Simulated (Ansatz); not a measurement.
# Cu: one contact scaled

An exercise on one series of results from a longer session: the logs are not shown, and one member is left open.

Method: DFT, LDA, PAW with Ansatz's default frozen-core files, scalar-relativistic, in Ansatz 0.2.0.

1 further run of the same task is left out (it didn't finish). Runs told in other sessions of the task aren't counted.

## Starting point

Symmetry: P6_3/mmc, No. 194, hexagonal system. Conventional cell: a = 2.573 Å, b = 2.573 Å, c = 4.168 Å, α = 90.00°, β = 90.00°, γ = 120.00°. Cu (site symmetry -6m2) is surrounded by 12 Cu at 2.56 to 2.57 Å.

As a file:

```
Cu
1.0
     2.57306    0.00000    0.00000
    -1.28653    2.22834    0.00000
     0.00000    0.00000    4.16837
Cu
2
Direct
  0.33333 0.66667 0.25000
  0.66667 0.33333 0.75000
```

Atoms are numbered in the order of the input: Cu1, Cu2.

The first run:

File input.yaml:

```yaml
crystal:
  lattice:
    - [2.5730649657, 0.0, 0.0]
    - [-1.2865324828, 2.2283396258, 0.0]
    - [0.0, 0.0, 4.1683652444]
  atoms:
    - { symbol: Cu, position: [0.3333333333, 0.6666666667, 0.25] }
    - { symbol: Cu, position: [0.6666666667, 0.3333333333, 0.75] }
kpoints:
  mp_grid: { grid: [13, 13, 7] }
scf:
  occupations: { method: fermi_dirac, width: 0.05 }
hamiltonian:
  xc: lda
  pseudopotentials: { kind: paw }
output:
  forces: true
  stress: true
  eigenvalues: true
  populations: true
```

Run with:

```console
> ansatz run input.yaml --threads 1 --pin off --max-ram 2048MiB --backend cpu --events-out ev --progress --plain --runs-dir out
```

Steps of the session up to this table: Shortest bond scaled by 1, PAW; Shortest bond scaled by 1.1, PAW; Shortest bond scaled by 0.94, PAW; Shortest bond scaled by 0.76, PAW; Shortest bond scaled by 0.64, PAW; Shortest bond scaled by 0.64, PAW (cutoff 600 eV).

One of the session's tables, all rows but one given; the rest of the session is left out.

```
             method  length (Å)  F from the given length (eV/cell)  force along the bond (eV/Å)  pressure (GPa)  largest force (eV/Å)
                PAW       1.638                              5.160                       21.322           77.98                21.434
                PAW       1.945                              1.312                        6.342           17.78                 6.499
                PAW       2.406                                  ?                            ?               ?                     ?
                PAW       2.559                              0.000                        0.000          -13.94                 0.000
                PAW       2.815                              0.145                       -1.205           -9.48                 1.359
PAW (cutoff 600 eV)       1.638                                  –                       21.201           77.52                21.313
```

**Question.** Estimate the row for PAW, 2.406.

**Answer.** F from the given length (eV/cell): 0.051; force along the bond (eV/Å): 0.691; pressure (GPa): -12.34; largest force (eV/Å): 0.761.
